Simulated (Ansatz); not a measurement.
# C6H4OTi: basis-set convergence

One table from this session's results is given with a row withheld; the runs are named, their logs left out.

The runs use Ansatz 0.2.0, Gaussian basis; one geometry, several basis sets.

Plan: PBE0-D4/def2-SVP; ωB97M-V/def2-SVP; PBE0-D4/def2-QZVPP; ωB97M-V/def2-QZVPP; the functionals' def2-TZVPP values are taken from earlier runs.

### The relaxed structure

The geometry comes from an earlier relaxation with PBE0-D4 in a triple-zeta def2 set; it is a stationary point, not always the lowest conformer.

SMILES `C#[C][Ti]([OH])([C]#C)[C]#C`, 12 atoms, charge 0, spin multiplicity 1.

Atoms are counted from 1 here; the program's logs count them from 0.

Bond lengths: C1–C2 1.215 Å, C1–H9 1.067 Å, C2–Ti3 2.022 Å, Ti3–O4 1.743 Å, Ti3–C5 2.021 Å, Ti3–C7 2.021 Å, O4–H10 0.956 Å, C5–C6 1.216 Å, C6–H11 1.067 Å, C7–C8 1.216 Å, C8–H12 1.067 Å. Angles: C2–C1–H9 179.6°, C1–C2–Ti3 178.8°, C2–Ti3–O4 110.2°, C2–Ti3–C5 109.8°, C2–Ti3–C7 109.7°, O4–Ti3–C5 109.4°, O4–Ti3–C7 109.4°, C5–Ti3–C7 108.3°, Ti3–O4–H10 157.5°, Ti3–C5–C6 178.6°, C5–C6–H11 179.6°, Ti3–C7–C8 178.6°, C7–C8–H12 179.6°.

Set-up of the first run:

Input file in.yaml:

```yaml
crystal:
  periodic: [false, false, false]
  atoms:
    - {symbol: C, position_ang: [-0.830181, 0.913781, 2.902940]}
    - {symbol: C, position_ang: [-0.366223, 0.685324, 1.802975]}
    - {symbol: Ti, position_ang: [0.374055, 0.275954, -0.033382]}
    - {symbol: O, position_ang: [1.783942, 1.253104, -0.344582]}
    - {symbol: C, position_ang: [-1.030356, 0.656413, -1.436545]}
    - {symbol: C, position_ang: [-1.891424, 0.864237, -2.269178]}
    - {symbol: C, position_ang: [0.873164, -1.679461, -0.148279]}
    - {symbol: C, position_ang: [1.145615, -2.862418, -0.213888]}
    - {symbol: H, position_ang: [-1.242441, 1.109686, 3.867424]}
    - {symbol: H, position_ang: [2.536158, 1.588641, -0.829525]}
    - {symbol: H, position_ang: [-2.652553, 1.042256, -2.995596]}
    - {symbol: H, position_ang: [1.377343, -3.902619, -0.268465]}
basis:
  gaussian: {orbitals: def2-SVP}
hamiltonian: {xc: pbe0, dispersion: d4}
output: {orbitals: {seedname: orbitals}}
```

Started as:

```sh
$ ansatz run in.yaml --threads 4 --pin off --events-out ev --progress --plain --max-ram 11315MiB
```

Steps of the session up to this table: PBE0-D4 in def2-SVP; ωB97M-V in def2-SVP; PBE0-D4 in def2-QZVPP; ωB97M-V in def2-QZVPP.

One of the session's tables, all rows but one given; the rest of the session is left out.

It belongs to the step «Density functionals: the series». 

| functional | basis | HOMO (eV) | LUMO (eV) |
| --- | --- | --- | --- |
| PBE0-D4 | def2-SVP | -7.88 | -2.87 |
| PBE0-D4 | def2-TZVPP | -7.97 | -2.94 |
| PBE0-D4 | def2-QZVPP | -7.98 | -2.96 |
| ωB97M-V | def2-SVP | -10.04 | -0.78 |
| ωB97M-V | def2-TZVPP | -10.15 | -0.90 |
| ωB97M-V | def2-QZVPP | ? | ? |

Estimate the missing values for ωB97M-V, def2-QZVPP.

As computed: HOMO (eV): -10.16; LUMO (eV): -0.93. In the column «HOMO (eV)» it is the lowest.
